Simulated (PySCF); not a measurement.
**Dy(BH4)3: forces at shaken geometries**

Aim: move all atoms of relaxed Dy(BH4)3 at random and read energies and forces. The species was built from a template and needn't be a known compound.

Method: B3LYP, Dy lcecp-1-SVP with ECP55, B def2-SVP, H def2-SVP; scalar-relativistic core potentials, no spin–orbit coupling; program: PySCF 2.14.0.

3 further runs of the same task are left out: 2 for a known fault of the program, 1 that didn't finish.

## 1. Where the work starts

16 atoms, charge 0, spin multiplicity 1.

Bond lengths: Dy1–B2 2.461 Å, Dy1–H4 2.262 Å, Dy1–H5 2.262 Å, Dy1–H6 2.307 Å, Dy1–B7 2.461 Å, Dy1–H9 2.262 Å, Dy1–H10 2.262 Å, Dy1–H11 2.307 Å, Dy1–B12 2.461 Å, Dy1–H14 2.262 Å, Dy1–H15 2.262 Å, Dy1–H16 2.307 Å, B2–H3 1.203 Å, B2–H4 1.262 Å, B2–H5 1.262 Å, B2–H6 1.247 Å, B7–H8 1.203 Å, B7–H9 1.262 Å and more. Angles: B2–Dy1–H4 30.6°, B2–Dy1–H5 30.6°, B2–Dy1–H6 30.1°, B2–Dy1–B7 120.0°, B2–Dy1–H9 102.1°, B2–Dy1–H10 102.1°, B2–Dy1–H11 150.1°, B2–Dy1–B12 120.0°, B2–Dy1–H14 130.6°, B2–Dy1–H15 130.6°, B2–Dy1–H16 89.9°, H4–Dy1–H5 52.3°, H4–Dy1–H6 51.9°, H4–Dy1–B7 130.6°, H4–Dy1–H9 102.0°, H4–Dy1–H10 126.7°, H4–Dy1–H11 150.8°, H4–Dy1–B12 102.1° and more.

As a file:

```xyz
16
charge 0, multiplicity 1
Dy    0.0000    0.0000    0.0000
B     2.4610    0.0156    0.0000
H     3.6633   -0.0194    0.0000
H     1.9502   -0.5652    0.9968
H     1.9502   -0.5652   -0.9968
H     1.9887    1.1697    0.0000
B    -1.2440    2.1235    0.0000
H    -1.8148    3.1822    0.0000
H    -0.4856    1.9715    0.9968
H    -0.4856    1.9715   -0.9968
H    -2.0073    1.1375    0.0000
B    -1.2170   -2.1391    0.0000
H    -1.8485   -3.1627    0.0000
H    -1.4646   -1.4063    0.9968
H    -1.4646   -1.4063   -0.9968
H     0.0186   -2.3071    0.0000
```

Formal oxidation states: Dy +3. Each metal's 9 4f electrons lie in its core potential, so multiplicities, spins and levels count the valence alone. An earlier session relaxed this geometry at B3LYP, Dy lcecp-1-SVP with ECP55, B def2-SVP, H def2-SVP (singlet, point group C3h).

Its energy there is -118.868250 Eh.

## 2. Atoms moved at random, σ = 0.15 Å

run.py (the lines that set the calculation) reads:

```python
mol = gto.M(atom='''
Dy     0.11567    -0.12684     0.30432
B      2.45525    -0.21642     0.16530
H      3.49488    -0.27344     0.12961
H      2.19870    -0.55005     1.23448
H      1.81853    -0.39484    -1.18429
H      1.94309     1.02601    -0.26265
B     -1.28124     2.24741    -0.03310
H     -1.69903     3.44358    -0.17131
H     -0.22263     2.12476     1.09726
H     -0.42506     2.21743    -1.02454
H     -2.03587     1.10299    -0.10924
B     -1.19663    -2.24941     0.06109
H     -2.09401    -2.93423    -0.06508
H     -1.40770    -1.47806     0.95508
H     -1.55258    -1.64118    -1.05686
H     -0.11138    -2.29771    -0.04006''',
    basis={'Dy': 'lcecp-1-SVP', 'B': 'def2-SVP', 'H': 'def2-SVP'},
    ecp={'Dy': 'lcecp-1-SVP'},
    charge=0, spin=0)
mf = dft.RKS(mol, xc='B3LYP')
mf.grids.atom_grid = (50, 194)  # f atoms: unpruned, at least (60, 302)
mf = mf.density_fit()  # fitting sets: Dy AutoAux, B def2-universal-JKFIT, H def2-universal-JKFIT
mf.conv_tol = 1e-08; mf.max_cycle = 55
mf.kernel(dm0)  # dm0: the density of the relaxed state
```

The run is started by

```
> OMP_NUM_THREADS=4 python run.py
```

Standard output:

```text
init E= -118.465534224934
  HOMO = -0.392875759168442  LUMO = -0.240614655517289  gap/eV = 4.14324
cycle= 1 E= -118.677015210864  delta_E= -0.211  |g|= 0.27  |ddm|= 1.06
  HOMO = -0.247768440907891  LUMO = -0.0972527991891141  gap/eV = 4.09574
cycle= 2 E= -118.680457889465  delta_E= -0.00344  |g|= 0.269  |ddm|= 0.91
  HOMO = -0.289788808714746  LUMO = -0.120592826584435  gap/eV = 4.60406
cycle= 3 E= -118.707887592053  delta_E= -0.0274  |g|= 0.0325  |ddm|= 0.422
  HOMO = -0.293979879320011  LUMO = -0.122593639156872  gap/eV = 4.66366
cycle= 4 E= -118.708249404968  delta_E= -0.000362  |g|= 0.00691  |ddm|= 0.0483
  HOMO = -0.293744074673369  LUMO = -0.122399366462444  gap/eV = 4.66253
cycle= 5 E= -118.70826809476  delta_E= -1.87e-05  |g|= 0.00153  |ddm|= 0.0117
  HOMO = -0.293734261465857  LUMO = -0.12258156282271  gap/eV = 4.65730
cycle= 6 E= -118.708268896074  delta_E= -8.01e-07  |g|= 0.00044  |ddm|= 0.00295
  HOMO = -0.293778857439327  LUMO = -0.122541054192586  gap/eV = 4.65962
cycle= 7 E= -118.7082689678  delta_E= -7.17e-08  |g|= 0.000127  |ddm|= 0.000734
  HOMO = -0.293768597507984  LUMO = -0.12254925962705  gap/eV = 4.65912
cycle= 8 E= -118.708268973743  delta_E= -5.94e-09  |g|= 2.86e-05  |ddm|= 0.000212
  HOMO = -0.29376886153466  LUMO = -0.122543382505373  gap/eV = 4.65928
Extra cycle  E= -118.708268973649  delta_E= 9.4e-11  |g|= 3.32e-05  |ddm|= 9.29e-05
converged SCF energy = -118.708268973649
```

It took 4.8 s on 4 threads of Arm Neoverse V1, shared host.

Result: E = -118.708269 Eh (+4.353 eV from the relaxed state), HOMO -7.99 eV, LUMO -3.33 eV, Mulliken charge on Dy1 +0.52 e, largest force component 5.703 eV/Å. 

| atom | Fx | Fy | Fz (eV/Å) |
| --- | --- | --- | --- |
| Dy1 | -2.357 | 1.758 | -0.991 |
| B2 | -4.198 | 3.404 | -4.836 |
| H3 | 5.703 | -0.192 | -0.771 |
| H4 | -1.795 | -0.938 | 1.395 |
| H5 | 0.599 | -1.463 | 2.376 |
| H6 | 1.070 | -0.980 | 1.933 |
| B7 | 1.902 | -0.679 | -0.289 |
| H8 | -0.086 | -1.459 | 0.698 |
| H9 | -1.704 | -0.366 | -1.292 |
| H10 | -0.420 | -0.730 | 0.688 |
| H11 | 1.004 | 1.630 | 0.485 |
| B12 | -3.335 | 2.445 | -1.706 |
| H13 | -0.764 | -2.292 | 0.441 |
| H14 | -0.604 | 0.604 | 1.076 |
| H15 | 0.796 | 0.732 | 0.963 |
| H16 | 4.189 | -1.475 | -0.172 |

## 3. Atoms moved at random, σ = 0.03 Å

run.py (the lines that set the calculation) reads:

```python
mol = gto.M(atom='''
Dy     0.07185     0.03002    -0.03377
B      2.40708    -0.01175     0.03588
H      3.65527    -0.05538     0.00662
H      1.93794    -0.53070     1.04347
H      1.91653    -0.56986    -0.96064
H      1.92906     1.20395    -0.00676
B     -1.21259     2.15776    -0.00892
H     -1.83507     3.18311    -0.04597
H     -0.48268     1.93707     0.97638
H     -0.43153     1.96504    -0.98767
H     -2.03016     1.10693     0.00053
B     -1.14959    -2.14218    -0.00654
H     -1.88277    -3.18153    -0.02235
H     -1.45113    -1.38523     1.01743
H     -1.39981    -1.37996    -1.01707
H     -0.04241    -2.32729     0.00939''',
    basis={'Dy': 'lcecp-1-SVP', 'B': 'def2-SVP', 'H': 'def2-SVP'},
    ecp={'Dy': 'lcecp-1-SVP'},
    charge=0, spin=0)
mf = dft.RKS(mol, xc='B3LYP')
mf.grids.atom_grid = (50, 194)  # f atoms: unpruned, at least (60, 302)
mf = mf.density_fit()  # fitting sets: Dy AutoAux, B def2-universal-JKFIT, H def2-universal-JKFIT
mf.conv_tol = 1e-08; mf.max_cycle = 55
mf.kernel(dm0)  # dm0: the density of the relaxed state
```

The run is started by

```
> OMP_NUM_THREADS=4 python run.py
```

Standard output:

```text
init E= -118.851081081128
  HOMO = -0.342204133844697  LUMO = -0.11805726605775  gap/eV = 6.09935
cycle= 1 E= -118.846968844796  delta_E= 0.00411  |g|= 0.0762  |ddm|= 0.304
  HOMO = -0.320633845023752  LUMO = -0.113993181701431  gap/eV = 5.62298
cycle= 2 E= -118.847467180146  delta_E= -0.000498  |g|= 0.0718  |ddm|= 0.257
  HOMO = -0.328942688862694  LUMO = -0.112103367028874  gap/eV = 5.90050
cycle= 3 E= -118.849216055097  delta_E= -0.00175  |g|= 0.00792  |ddm|= 0.112
  HOMO = -0.329255637827633  LUMO = -0.11262300884926  gap/eV = 5.89487
cycle= 4 E= -118.84923782215  delta_E= -2.18e-05  |g|= 0.00138  |ddm|= 0.0122
  HOMO = -0.329471662853705  LUMO = -0.112504611049463  gap/eV = 5.90397
cycle= 5 E= -118.849238544317  delta_E= -7.22e-07  |g|= 0.000389  |ddm|= 0.00243
  HOMO = -0.329442279434993  LUMO = -0.112554705642248  gap/eV = 5.90181
cycle= 6 E= -118.849238595253  delta_E= -5.09e-08  |g|= 0.000158  |ddm|= 0.000749
  HOMO = -0.32943992610242  LUMO = -0.112537954475592  gap/eV = 5.90220
cycle= 7 E= -118.849238604511  delta_E= -9.26e-09  |g|= 2.4e-05  |ddm|= 0.000256
  HOMO = -0.329440487303525  LUMO = -0.112542593401106  gap/eV = 5.90209
Extra cycle  E= -118.849238604536  delta_E= -2.45e-11  |g|= 2.24e-05  |ddm|= 7.16e-05
converged SCF energy = -118.849238604536
```

Wall time 4.7 s (4 threads of Arm Neoverse V1, shared host).

Read off: E = -118.849239 Eh (+0.517 eV from the relaxed state), HOMO -8.96 eV, LUMO -3.06 eV, Mulliken charge on Dy1 +0.39 e, largest force component 4.004 eV/Å. 

| atom | Fx | Fy | Fz (eV/Å) |
| --- | --- | --- | --- |
| Dy1 | -2.269 | -0.238 | 0.236 |
| B2 | 2.264 | 1.132 | -0.358 |
| H3 | -0.973 | 0.095 | 0.065 |
| H4 | -0.189 | -0.227 | 0.266 |
| H5 | 0.152 | -0.206 | -0.134 |
| H6 | 0.579 | -0.830 | 0.062 |
| B7 | -0.876 | -1.354 | -0.259 |
| H8 | 0.182 | 0.134 | 0.087 |
| H9 | 0.140 | 0.267 | 0.331 |
| H10 | -0.146 | 0.171 | -0.066 |
| H11 | 0.867 | 0.876 | -0.141 |
| B12 | -4.004 | 0.155 | 0.142 |
| H13 | 0.828 | 1.064 | 0.003 |
| H14 | 0.315 | -0.277 | -0.589 |
| H15 | 0.092 | -0.244 | 0.297 |
| H16 | 3.038 | -0.516 | 0.058 |

## 4. Atoms moved at random, σ = 0.06 Å

run.py (the lines that set the calculation) reads:

```python
mol = gto.M(atom='''
Dy     0.05032     0.03071    -0.07425
B      2.46792    -0.08773     0.04435
H      3.62063     0.07673    -0.02712
H      1.86575    -0.53255     0.97702
H      1.94789    -0.52057    -1.02182
H      2.01343     1.09995     0.03951
B     -1.26854     2.13027    -0.01788
H     -1.74811     3.16176    -0.03310
H     -0.53302     1.97004     1.00654
H     -0.51052     1.99441    -0.97589
H     -2.01449     1.12606     0.04372
B     -1.16859    -2.06398     0.02209
H     -1.84442    -3.20945     0.04868
H     -1.52692    -1.48394     0.91946
H     -1.46463    -1.39723    -1.01762
H      0.11330    -2.29449     0.06632''',
    basis={'Dy': 'lcecp-1-SVP', 'B': 'def2-SVP', 'H': 'def2-SVP'},
    ecp={'Dy': 'lcecp-1-SVP'},
    charge=0, spin=0)
mf = dft.RKS(mol, xc='B3LYP')
mf.grids.atom_grid = (50, 194)  # f atoms: unpruned, at least (60, 302)
mf = mf.density_fit()  # fitting sets: Dy AutoAux, B def2-universal-JKFIT, H def2-universal-JKFIT
mf.conv_tol = 1e-08; mf.max_cycle = 55
mf.kernel(dm0)  # dm0: the density of the relaxed state
```

The run is started by

```
> OMP_NUM_THREADS=4 python run.py
```

Standard output:

```text
init E= -118.855159161721
  HOMO = -0.333801249400528  LUMO = -0.116013345947005  gap/eV = 5.92631
cycle= 1 E= -118.838911117695  delta_E= 0.0162  |g|= 0.0575  |ddm|= 0.333
  HOMO = -0.302709358174541  LUMO = -0.115097767529631  gap/eV = 5.10517
cycle= 2 E= -118.839303525757  delta_E= -0.000392  |g|= 0.0534  |ddm|= 0.166
  HOMO = -0.316901883513902  LUMO = -0.113666522912379  gap/eV = 5.53032
cycle= 3 E= -118.840407605475  delta_E= -0.0011  |g|= 0.00736  |ddm|= 0.0738
  HOMO = -0.317544822358213  LUMO = -0.113988788902171  gap/eV = 5.53904
cycle= 4 E= -118.840426590244  delta_E= -1.9e-05  |g|= 0.000958  |ddm|= 0.0106
  HOMO = -0.317679941209577  LUMO = -0.113957406496986  gap/eV = 5.54357
cycle= 5 E= -118.840426863545  delta_E= -2.73e-07  |g|= 0.000371  |ddm|= 0.00222
  HOMO = -0.31765108140935  LUMO = -0.113976686769125  gap/eV = 5.54226
cycle= 6 E= -118.840426905614  delta_E= -4.21e-08  |g|= 8.85e-05  |ddm|= 0.000714
  HOMO = -0.317647675523182  LUMO = -0.113967252650503  gap/eV = 5.54243
cycle= 7 E= -118.840426908278  delta_E= -2.66e-09  |g|= 3.02e-05  |ddm|= 0.000157
  HOMO = -0.317646341071081  LUMO = -0.113975123011763  gap/eV = 5.54218
Extra cycle  E= -118.840426908129  delta_E= 1.49e-10  |g|= 3.6e-05  |ddm|= 0.0001
converged SCF energy = -118.840426908129
```

Wall time 4.6 s (4 threads of Arm Neoverse V1, shared host).

It gives: E = -118.840427 Eh (+0.757 eV from the relaxed state), HOMO -8.64 eV, LUMO -3.10 eV, Mulliken charge on Dy1 +0.43 e, largest force component 4.102 eV/Å. 

| atom | Fx | Fy | Fz (eV/Å) |
| --- | --- | --- | --- |
| Dy1 | -0.800 | 0.310 | 0.228 |
| B2 | -0.529 | 1.773 | -1.285 |
| H3 | 0.999 | -0.506 | 0.268 |
| H4 | 0.064 | -0.934 | 0.970 |
| H5 | 0.236 | -0.344 | 0.123 |
| H6 | -0.063 | -0.056 | -0.054 |
| B7 | 0.660 | -1.644 | 0.728 |
| H8 | -0.965 | 1.533 | 0.030 |
| H9 | 0.144 | -0.013 | -0.149 |
| H10 | 0.320 | -0.134 | -0.486 |
| H11 | -0.026 | 0.174 | -0.268 |
| B12 | -0.008 | -4.102 | -2.241 |
| H13 | 1.147 | 1.714 | -0.217 |
| H14 | -0.515 | 1.940 | 2.313 |
| H15 | 0.322 | -0.109 | 0.161 |
| H16 | -0.985 | 0.397 | -0.121 |

## 5. The displacements side by side

| σ (Å) | energy rise (eV) | harmonic estimate −½ F·u (eV) | largest force component (eV/Å) |
| --- | --- | --- | --- |
| 0.15 | 4.353 | 4.062 | 5.70 |
| 0.03 | 0.517 | 0.535 | 4.00 |
| 0.06 | 0.757 | 0.743 | 4.10 |

Every displacement raises the energy. For a harmonic well the rise equals −½ F·u; the two differ by at most 7 % here (a move with σ = 0.15 Å), from anharmonicity, the grid and the small forces left at the relaxed point. The bases are small and lack diffuse functions. Spin–orbit coupling is left out.
